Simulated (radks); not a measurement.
# The series with 19 electrons, K to Gd⁴⁵⁺

What does a rising nuclear charge do to the levels of a fixed set of electrons? The series is run ion by ion, all in [Ar] 4s1.

Program: radks (a radial shooting solver on a logarithmic mesh, Libxc functionals) version 1. Level of theory: Dirac Kohn-Sham, PBE, spin-unpolarised, spherical densities, point nucleus. These are calculated values, not measurements, unless marked.

**1. The system**

- electrons: 19
- ions: K, Ti³⁺, Mn⁶⁺, Ni⁹⁺, Ga¹²⁺, Se¹⁵⁺, Rb¹⁸⁺, Zr²¹⁺, Tc²⁴⁺, Pd²⁷⁺, In³⁰⁺, Te³³⁺, Cs³⁶⁺, Ce³⁹⁺, Pm⁴²⁺, Gd⁴⁵⁺
- configuration: [Ar] 4s1

Outer shells as boxes (Hund's rule):

[Ar] 4s1
```
[Ar] core
4s [↑ ]
```

**2. K**

The run's settings:

```text
Z 19
configuration [Ar] 4s1
relativity Dirac
functional pbe,pbe
spin unpolarised
j_filling energy
nucleus point
c 137.035999084
```

**3. Ti³⁺**

Changes since step 2:

```diff
@@ -1,3 +1,3 @@
-Z 19
-configuration [Ar] 4s1
+Z 22
+configuration [Ar] 4s1 3d0 4p0 5s0
 relativity Dirac
```

**4. Mn⁶⁺**

Changes since step 3:

```diff
@@ -1,2 +1,2 @@
-Z 22
+Z 25
 configuration [Ar] 4s1 3d0 4p0 5s0
```

**5. Ni⁹⁺**

Changes since step 4:

```diff
@@ -1,2 +1,2 @@
-Z 25
+Z 28
 configuration [Ar] 4s1 3d0 4p0 5s0
```

**6. Ga¹²⁺**

Changes since step 5:

```diff
@@ -1,2 +1,2 @@
-Z 28
+Z 31
 configuration [Ar] 4s1 3d0 4p0 5s0
```

**7. Se¹⁵⁺**

Changes since step 6:

```diff
@@ -1,2 +1,2 @@
-Z 31
+Z 34
 configuration [Ar] 4s1 3d0 4p0 5s0
```

**8. Rb¹⁸⁺**

Changes since step 7:

```diff
@@ -1,2 +1,2 @@
-Z 34
+Z 37
 configuration [Ar] 4s1 3d0 4p0 5s0
```

**9. Zr²¹⁺**

Changes since step 8:

```diff
@@ -1,2 +1,2 @@
-Z 37
+Z 40
 configuration [Ar] 4s1 3d0 4p0 5s0
```

**10. Tc²⁴⁺**

Changes since step 9:

```diff
@@ -1,2 +1,2 @@
-Z 40
+Z 43
 configuration [Ar] 4s1 3d0 4p0 5s0
```

**11. Pd²⁷⁺**

Changes since step 10:

```diff
@@ -1,2 +1,2 @@
-Z 43
+Z 46
 configuration [Ar] 4s1 3d0 4p0 5s0
```

**12. In³⁰⁺**

Changes since step 11:

```diff
@@ -1,2 +1,2 @@
-Z 46
+Z 49
 configuration [Ar] 4s1 3d0 4p0 5s0
```

**13. Te³³⁺**

Changes since step 12:

```diff
@@ -1,2 +1,2 @@
-Z 49
+Z 52
 configuration [Ar] 4s1 3d0 4p0 5s0
```

**14. Cs³⁶⁺**

Changes since step 13:

```diff
@@ -1,2 +1,2 @@
-Z 52
+Z 55
 configuration [Ar] 4s1 3d0 4p0 5s0
```

**15. Ce³⁹⁺**

Changes since step 14:

```diff
@@ -1,2 +1,2 @@
-Z 55
+Z 58
 configuration [Ar] 4s1 3d0 4p0 5s0
```

**16. Pm⁴²⁺**

Changes since step 15:

```diff
@@ -1,2 +1,2 @@
-Z 58
+Z 61
 configuration [Ar] 4s1 3d0 4p0 5s0
```

**17. Gd⁴⁵⁺**

Changes since step 16:

```diff
@@ -1,2 +1,2 @@
-Z 61
+Z 64
 configuration [Ar] 4s1 3d0 4p0 5s0
```

What does the calculation give? Wanted: for each run, ion; E; ε(2p3/2); ε(3s1/2); ε(3p1/2); ε(3p3/2); ε(4s1/2); <r>(4s1/2).

The runs gave:

| ion | E (hartree) | ε(2p3/2) (eV) | ε(3s1/2) (eV) | ε(3p1/2) (eV) | ε(3p3/2) (eV) | ε(4s1/2) (eV) | <r>(4s1/2) (bohr) |
| --- | --- | --- | --- | --- | --- | --- | --- |
| K | -602.08996 | -279.10 | -35.340 | -18.989 | -18.723 | -2.319 | 5.007 |
| Ti³⁺ | -851.44576 | -485.59 | -102.39 | -78.439 | -77.714 | -29.094 | 2.534 |
| Mn⁶⁺ | -1146.83846 | -756.52 | -199.98 | -168.26 | -166.69 | -73.849 | 1.836 |
| Ni⁹⁺ | -1488.53349 | -1090.0 | -326.53 | -286.91 | -283.94 | -135.06 | 1.461 |
| Ga¹²⁺ | -1876.94655 | -1485.4 | -481.80 | -434.17 | -429.06 | -212.41 | 1.218 |
| Se¹⁵⁺ | -2312.58982 | -1942.6 | -665.90 | -610.14 | -601.90 | -305.84 | 1.047 |
| Rb¹⁸⁺ | -2796.06117 | -2461.7 | -879.08 | -815.04 | -802.43 | -415.43 | 0.9185 |
| Zr²¹⁺ | -3328.04349 | -3042.6 | -1121.7 | -1049.2 | -1030.7 | -541.29 | 0.8182 |
| Tc²⁴⁺ | -3909.30805 | -3685.4 | -1394.2 | -1313.1 | -1286.7 | -683.58 | 0.7375 |
| Pd²⁷⁺ | -4540.72016 | -4390.4 | -1697.1 | -1607.2 | -1570.7 | -842.53 | 0.6710 |
| In³⁰⁺ | -5223.24652 | -5157.6 | -2030.9 | -1932.1 | -1882.6 | -1018.4 | 0.6152 |
| Te³³⁺ | -5957.96436 | -5987.3 | -2396.4 | -2288.3 | -2222.7 | -1211.4 | 0.5676 |
| Cs³⁶⁺ | -6746.0723 | -6879.8 | -2794.4 | -2676.8 | -2591.1 | -1421.9 | 0.5265 |
| Ce³⁹⁺ | -7588.9031 | -7835.2 | -3225.5 | -3098.1 | -2987.9 | -1650.2 | 0.4906 |
| Pm⁴²⁺ | -8487.9392 | -8853.9 | -3690.9 | -3553.4 | -3413.4 | -1896.8 | 0.4590 |
| Gd⁴⁵⁺ | -9444.8306 | -9936.1 | -4191.5 | -4043.5 | -3867.8 | -2162.0 | 0.4308 |

In words: From K to Gd⁴⁵⁺ the 4s1/2 level deepens by a factor 932 and shrinks by a factor 11.6. The order of these tabulated levels, which need not hold every outer shell, does not change along the series. The configuration is held, so it need not be the ground state of every ion.
